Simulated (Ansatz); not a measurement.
# HNO (nitroxyl): r2SCAN0/STO-3G

Aim: the electronic atomisation energy of HNO (nitroxyl) at r2SCAN0/STO-3G, from 4 runs. 

Program for the calculation: Ansatz 0.2.0.

52 further runs of the same task are left out: 1 that didn't finish, 51 set aside as unsound or not needed.

### Step 1. The system as given

HNO: 3 atoms, total charge 0, spin state singlet. SMILES: `N=O`. The shape is that of a GFN2-xTB optimisation.

Bond lengths: N1–O2 1.201 Å, N1–H3 1.062 Å. Angles: O2–N1–H3 112.4°.

### Step 2. A single-point energy at r2SCAN0/STO-3G

Contents of molecule.yaml:

```yaml
crystal:
  periodic: [false, false, false]
  atoms:
    - {symbol: "N", position_ang: [-0.275940, 0.297220, -0.114780]}
    - {symbol: O, position_ang: [0.768580, 0.418030, 0.466150]}
    - {symbol: H, position_ang: [-0.492640, -0.715240, -0.351380]}
basis:
  gaussian: {orbitals: STO-3G}
magnetization: {spin_polarized: false}
hamiltonian: {xc: {name: r2SCAN0}}
accuracy: high
```

The run is started by

```sh
$ ansatz run molecule.yaml --threads 1 --pin off --max-ram 2610MiB --events-out events.jsonl --progress --plain --runs-dir runs
```

The log of the run:

```text
Warning: RAYON_NUM_THREADS=1 ignored (pool sized by the plan → 1); use --threads N
Functional definition: r2SCAN0
  name "r2SCAN0"
  parameter a = 0.25
  parameter k0 = 0.174
  parameter k1 = 0.065
  parameter a1 = 4.9479
  exchange = (1 - a)*r2scan_x(k0 = k0, k1 = k1, a1 = a1) + a*exact_x
  correlation = r2scan_c
168 factors; integrals over basis functions are off by at most 2.2e-8 eV
mean field evaluation 1: about -3499.9905 eV, gradient 1.0e1 eV
mean field evaluation 2: about -3499.5340 eV, gradient 1.7e1 eV
mean field evaluation 4: about -3500.2849 eV, gradient 5.9e-2 eV
mean field evaluation 8: about -3500.2729 eV, gradient 3.8e-4 eV
mean field evaluation 16: about -3500.2729 eV, gradient 2.1e-8 eV
mean field -3500.27290828 eV, -128.6326568092 hartree, gradient 2.1e-8 eV, S^2 0.000000; 0 other end points of the search recorded, 0 dependent functions left out
reference -3500.27290844 eV, -128.6326568150 hartree; 8, 8 occupied and 3, 3 virtual orbitals, 168 factors
Total energy: -3500.27290844 eV, -128.6326568150 hartree
```

It took 1 s on 1 thread of Arm Neoverse V2, shared host; peak memory 0.1 GiB.

### Step 3. The H atom

Contents of molecule.yaml:

```yaml
crystal:
  periodic: [false, false, false]
  atoms:
    - {symbol: H, position_ang: [0.000000, 0.000000, 0.000000]}
basis:
  gaussian:
    orbitals: STO-3G
magnetization:
  spin_polarized: true
  initial_magnetization: 1
hamiltonian:
  xc: {name: r2SCAN0}
accuracy: high
```

Run the same way, it converges to -0.46649 Eh (log not shown).

### Step 4. The N atom

Contents of molecule.yaml:

```yaml
crystal:
  periodic: [false, false, false]
  atoms:
    - symbol: "N"
      position_ang: [0.000000, 0.000000, 0.000000]
basis:
  gaussian:
    orbitals: STO-3G
magnetization:
  spin_polarized: true
  initial_magnetization: 3
hamiltonian:
  xc: {name: r2SCAN0}
accuracy: high
```

The run is started by

```sh
$ ansatz run molecule.yaml --threads 1 --pin off --max-ram 2610MiB --events-out events.jsonl --progress --plain --runs-dir runs
```

The log of the run, cut to the lines that bear on the results:

```text
Warning: RAYON_NUM_THREADS=1 ignored (pool sized by the plan → 1); use --threads N
[... 8 set-up lines as earlier in the session ...]
15 factors; integrals over basis functions are off by at most 1.1e-9 eV
mean field evaluation 1: about -1466.2487 eV, gradient 9.7e-11 eV
mean field evaluation 2: about -1466.2396 eV, gradient 3.6e-10 eV
mean field -1466.23964638 eV, -53.8833131514 hartree, gradient 0.0e0 eV, S^2 3.750000; 0 other end points of the search recorded, 0 dependent functions left out
reference -1466.23964652 eV, -53.8833131565 hartree; 5, 2 occupied and 0, 3 virtual orbitals, 15 factors
Total energy: -1466.23964652 eV, -53.8833131565 hartree
```

Wall time 0.54 s (1 thread of Arm Neoverse V2, shared host); peak memory 0.094 GiB.

### Step 5. The O atom

Contents of job.yaml:

```yaml
crystal:
  periodic: [false, false, false]
  atoms:
    - symbol: O
      position_ang: [0.000000, 0.000000, 0.000000]
basis:
  gaussian:
    orbitals: STO-3G
magnetization:
  spin_polarized: true
  initial_magnetization: 2
hamiltonian:
  xc: {name: r2SCAN0}
accuracy: high
```

Run the same way, it converges to -74.02298 Eh (log not shown).

### Step 6. Results

At r2SCAN0/STO-3G:

```
                     quantity          value
       molecule: total energy  -128.63266 Eh
         H atom: total energy    -0.46649 Eh
                 H atom: ⟨S²⟩          0.750
         N atom: total energy   -53.88331 Eh
                 N atom: ⟨S²⟩          3.750
         O atom: total energy   -74.02298 Eh
                 O atom: ⟨S²⟩          2.000
electronic atomisation energy       7.071 eV
```

In words: Taking the molecule apart into free atoms costs 7.07 eV (682 kJ/mol), before zero-point energy and without spin-orbit coupling. In a minimal basis such a difference can be off by several eV, whatever the method.
